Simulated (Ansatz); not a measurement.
Runs of Ansatz 0.2.0 on MgB. Symmetry: Pm-3m, No. 221, cubic system. Conventional cell: a = 2.895 Å, b = 2.895 Å, c = 2.895 Å, α = 90.00°, β = 90.00°, γ = 90.00°. Mg (site symmetry m-3m) is surrounded by 8 B at 2.51 Å. B (site symmetry m-3m) has 8 Mg at 2.51 Å as nearest neighbours. The cell was built by a generator and needn't be a form met in nature.

```tsv
task	level	cell	cutoff (eV)	points for each segment of the path	gap on the mesh (eV)	pressure (GPa)	relaxed volume (Å³/atom)
relaxation of cell and atoms	HF	relaxed	420	-	none	0.0	12.71
band structure	HSE06	as given	420	4	none	(a)	-
band structure	HSEsol	as given	420	4	none	-2.0	-
relaxation of cell and atoms	HSEsol	relaxed	420	-	none	0.0	(b)
single point	r2SCAN0	as given	500	-	none	-1.2	-
```

Alike in all rows: potentials or basis Ansatz PAW; no spin polarisation; k mesh 5 × 5 × 5; smearing fermi-dirac 0.05 eV; the mesh is coarse, so values aren't converged.

Task: Fill in the values left out.

Result: (a) -0.7; (b) 11.87.

Caveats: all runs use coarse meshes; the PAW data sets come from PBE, with cores solved anew for the run's functional, which leaves a small shift of forces and pressure; the thresholds are loose for stress (some runs); the plane-wave basis is chosen anew once the cell has moved, so the energies of steps on either side of that aren't comparable (some runs).

A gap of «none» marks a metal or a gap under the smearing width.
